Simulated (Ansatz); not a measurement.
**LiSeO radical (SMILES [Li][O][Se]): one structure at several levels**

The task here is to estimate one member of a computed series from the others.

Computed with Ansatz 0.2.0, Gaussian basis. Level: single points in def2-TZVPP.

Correlated methods freeze the cores. Filled d shells of the heavier atoms are correlated. The outer core shell of Li, Na, Mg and K is correlated. Orbitals are unrestricted.

**The starting structure**

SMILES `[Li][O][Se]`, 3 atoms, charge 0, spin multiplicity 2.

Atoms are counted from 1 here; the program's logs count them from 0.

Bond lengths: Li1–O2 1.584 Å, O2–Se3 1.760 Å. Angles: Li1–O2–Se3 178.0°.

Coordinates:

```xyz
3
LiOSe
Li    0.6623   -1.4874    0.2079
O     0.0363   -0.0457    0.0116
Se   -0.7093    1.5303   -0.2306
```

The first run:

Input file run/in.yaml:

```yaml
crystal:
  periodic: [false, false, false]
  atoms:
    - {symbol: Li, position_ang: [0.662300, -1.487400, 0.207900]}
    - {symbol: O, position_ang: [0.036300, -0.045700, 0.011600]}
    - {symbol: Se, position_ang: [-0.709300, 1.530300, -0.230600]}
basis:
  gaussian: {orbitals: def2-TZVPP}
magnetization: {spin_polarized: true, initial_magnetization: 1}
correlation: {method: ccsd_t}
scf: {omitted_lower_state_checks: [cluster_reference]}
output: {forces: true}
```

No record of the launch command was kept for these runs.

Steps of the session up to this table: CCSD(T)/def2-TZVPP; PBE0-D4/def2-TZVPP; wB97M-V/def2-TZVPP; r2SCAN-D4/def2-TZVPP; PBE-D4/def2-TZVPP; revPBE-D4/def2-TZVPP; BLYP-D4/def2-TZVPP.

One table of the session follows, with a row left open; its other results are not shown here.

```
   method  RMS force component (eV/Å)  angle to CCSD(T) forces (°)  dipole (D)
  CCSD(T)                       0.547                    reference        7.14
  PBE0-D4                       0.654                          9.9        7.11
  wB97M-V                       0.650                          7.6        6.92
r2SCAN-D4                       0.562                          0.4        7.33
   PBE-D4                           ?                            ?           ?
revPBE-D4                       0.380                         31.8        7.09
  BLYP-D4                       0.289                         55.7        6.95
```

Q: Estimate the row for PBE-D4 from the others.

The run gave: RMS force component (eV/Å): 0.362; angle to CCSD(T) forces (°): 20.2; dipole (D): 7.06. In the column «RMS force component (eV/Å)» it lies between BLYP-D4 (0.289) and revPBE-D4 (0.380).
